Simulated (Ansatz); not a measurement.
# LiAuS2: the cost of one run

Method: DFT LDA+U (U_eff = 2 eV on Au d), plane waves, PAW, no spin–orbit coupling unless a run says so, in Ansatz 0.2.0.

### Step 1. The structure to begin with

The structure is trigonal, space group R-3m (No. 166). The conventional cell has a = 3.817 Å, b = 3.817 Å, c = 20.784 Å, α = 90.00°, β = 90.00°, γ = 120.00°. Li (site symmetry -3m) has 6 S at 3.03 Å in its first shell of neighbours. Au (site symmetry -3m) has 6 S at 2.60 Å in its first shell of neighbours. Around S (site symmetry 3m) lie 3 Au at 2.60 Å and 3 Li at 3.03 Å.

Structure file:

```
CELL_PARAMETERS angstrom
1.90837 1.10180 6.92812
-1.90837 1.10180 6.92812
0.00000 -2.20360 6.92812
ATOMIC_POSITIONS crystal
Li 0.50000 0.50000 0.50000
Au 0.00000 0.00000 0.00000
S 0.26670 0.26670 0.26670
S 0.73330 0.73330 0.73330
```

An earlier series on this cell reached its lowest free state from «ferromagnetic start, free, natural orbitals of the symmetric run filled by rank», perhaps among other starts (it ended with site moments under 0.05 μB).

### Step 2. Spin-orbit coupling, direction held

The input, input.yaml:

```yaml
crystal:
  lattice:
    - [1.90837258, 1.10179942, 6.9281207]
    - [-1.90837258, 1.10179942, 6.9281207]
    - [0.0, -2.20359885, 6.9281207]
  atoms:
    - { symbol: Li, position: [0.5, 0.5, 0.5] }
    - { symbol: Au, position: [0.0, 0.0, 0.0], spin: 2.0, spin_axis: [0.0, 0.0, 1.0] }
    - { symbol: S, position: [0.2667, 0.2667, 0.2667] }
    - { symbol: S, position: [0.7333, 0.7333, 0.7333] }
basis:
  ecutwfc: 420
  ecutrho_ratio: 4
kpoints:
  mp_grid: { grid: [6, 6, 6] }
hamiltonian:
  xc: lda
  hubbard:
    sites:
      - { site: 1, l: d, u_eff: 2.0, starting_ns: [{ occupation_matrix: s1 }] }
    occupation_matrices:
      s1:
        spinor_matrix:
          - [[0.97, 0.0], [0.0, 0.0], [0.0, 0.0], [0.0, 0.0], [0.0, 0.0], [0.0, 0.0], [0.0, 0.0], [0.0, 0.0], [0.0, 0.0], [0.0, 0.0]]
          - [[0.0, 0.0], [0.97, 0.0], [0.0, 0.0], [0.0, 0.0], [0.0, 0.0], [0.0, 0.0], [0.0, 0.0], [0.0, 0.0], [0.0, 0.0], [0.0, 0.0]]
          - [[0.0, 0.0], [0.0, 0.0], [0.97, 0.0], [0.0, 0.0], [0.0, 0.0], [0.0, 0.0], [0.0, 0.0], [0.0, 0.0], [0.0, 0.0], [0.0, 0.0]]
          - [[0.0, 0.0], [0.0, 0.0], [0.0, 0.0], [0.97, 0.0], [0.0, 0.0], [0.0, 0.0], [0.0, 0.0], [0.0, 0.0], [0.0, 0.0], [0.0, 0.0]]
          - [[0.0, 0.0], [0.0, 0.0], [0.0, 0.0], [0.0, 0.0], [0.97, 0.0], [0.0, 0.0], [0.0, 0.0], [0.0, 0.0], [0.0, 0.0], [0.0, 0.0]]
          - [[0.0, 0.0], [0.0, 0.0], [0.0, 0.0], [0.0, 0.0], [0.0, 0.0], [0.97, 0.0], [0.0, 0.0], [0.0, 0.0], [0.0, 0.0], [0.0, 0.0]]
          - [[0.0, 0.0], [0.0, 0.0], [0.0, 0.0], [0.0, 0.0], [0.0, 0.0], [0.0, 0.0], [0.35872, 0.0], [0.0, 0.0], [0.0, 0.0], [0.45503, 0.0]]
          - [[0.0, 0.0], [0.0, 0.0], [0.0, 0.0], [0.0, 0.0], [0.0, 0.0], [0.0, 0.0], [0.0, 0.0], [0.35945, 0.0], [0.45525, 0.0], [0.0, 0.0]]
          - [[0.0, 0.0], [0.0, 0.0], [0.0, 0.0], [0.0, 0.0], [0.0, 0.0], [0.0, 0.0], [0.0, 0.0], [0.45525, 0.0], [0.63055, 0.0], [0.0, 0.0]]
          - [[0.0, 0.0], [0.0, 0.0], [0.0, 0.0], [0.0, 0.0], [0.0, 0.0], [0.0, 0.0], [0.45503, 0.0], [0.0, 0.0], [0.0, 0.0], [0.63128, 0.0]]
    ns_hold: { iters: 8 }
scf:
  occupations: { method: gaussian, width: 0.05 }
  lower_state_search: "off"
  max_iter: 150
output:
  forces: true
  stress: true
  eigenvalues: true
  populations: true
  hubbard: { sites: [{ site: 1, l: d }] }
magnetization:
  noncollinear: true
  spin_orbit: true
  spin_locking: { lock_directions: true }
```

The typed matrices put 0.97 on the chosen orbitals and 0.02 on the others, and are held for 8 cycles. The lock stays on to the end, so the result is a constrained state unless its moments die out. This run includes spin–orbit coupling.

Command:

```sh
ansatz run input.yaml --threads 2 --pin off --max-ram 3072MiB --backend cpu --events-out ev --progress --plain --runs-dir out
```

Q: Estimate wall time and peak memory on 2 threads of Intel Xeon Platinum 8488C (Sapphire Rapids), shared host.

About 1.7 min, with a peak of 1.1 GiB.
